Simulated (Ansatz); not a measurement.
**MgAs (quartet): wave-function methods side by side at distance As1–Mg2 = 2.410 Å, cc-pVTZ**

An exercise on one series of results from a longer session: the logs are not shown, and one member is left open.

The runs use Ansatz 0.2.0, Gaussian basis; cc-pVTZ, core rule «outside noble gas», up to 19 orbitals frozen.

Plan: UHF; CCSD(T) on ROHF; CCSD(T) on UHF; BCCD(T) on ROHF; CISD; CCSDT(Q) on ROHF; CCSDT(Q) on UHF; CASSCF and MRCISD+Q, 5 electrons in 5 orbitals; CASSCF and NEVPT2, 5 electrons in 5 orbitals.

21 further runs of the same task are left out: 6 for a known fault of the program, 1 for a mislabelled method, 11 that didn't finish, 3 set aside as unsound or not needed.

### The geometry

The geometry derives from a PBE0/def2-TZVP stationary point (not a proven minimum). One bond is set to the value named and the two fragments are kept rigid. No spin-orbit coupling is included. The filled d shell of As may be among the frozen orbitals whatever the setting's name suggests; the logs give the count.

2 atoms, charge 0, spin multiplicity 4.

Atoms are counted from 1 here; the program's logs count them from 0.

Bond lengths: As1–Mg2 2.410 Å.

The first run:

Input file in.yaml:

```yaml
crystal:
  periodic: [false, false, false]
  atoms:
    - {symbol: As, position_ang: [0.000000, 0.000000, 0.000000]}
    - {symbol: Mg, position_ang: [0.000000, 0.000000, 2.410000]}
basis:
  gaussian: {orbitals: cc-pVTZ}
magnetization: {spin_polarized: true, initial_magnetization: 3}
hamiltonian: {xc: hf}
output: {orbitals: {seedname: orbitals}}
```

Command:

```
$ ansatz run in.yaml --threads 1 --pin off --events-out ev --progress --plain --max-ram 2393MiB
```

Among the steps run: UHF; CCSD(T) on ROHF; CCSD(T) on UHF; BCCD(T) on ROHF; CISD; CCSDT(Q) on ROHF; CCSDT(Q) on UHF; CASSCF and MRCISD+Q, 5 electrons in 5 orbitals; CASSCF and NEVPT2, 5 electrons in 5 orbitals.

One table of the session follows, with a row left open; its other results are not shown here.

| method | from UCCSDT(Q) (kcal/mol) |
| --- | --- |
| ROHF | +85.63 |
| UHF | +82.49 |
| RMP2 | +17.02 |
| UMP2 | ? |
| CISD | +7.02 |
| RCCSD | +4.66 |
| UCCSD | +4.30 |
| RCCSD(T) | +1.03 |
| UCCSD(T) | +0.81 |
| BCCD(T) | +1.03 |
| RCCSDT | +0.41 |
| UCCSDT | +0.16 |
| RCCSDT(Q) | +0.24 |
| UCCSDT(Q) | 0 |
| CASSCF pair | +80.03 |
| NEVPT2 pair | +19.07 |
| MRCISD pair | +8.15 |
| MRCISD+Q pair | +2.26 |

**Question.** Estimate the row for UMP2.

As computed: from UCCSDT(Q) (kcal/mol): +17.32. In the column «from UCCSDT(Q) (kcal/mol)» it lies between RMP2 (+17.02) and NEVPT2 pair (+19.07).

Caveats from the session: Restricted and unrestricted rows rest on different reference determinants; where their highest levels disagree by more than a few hundredths of an eV, they describe different states and don't form one ladder.
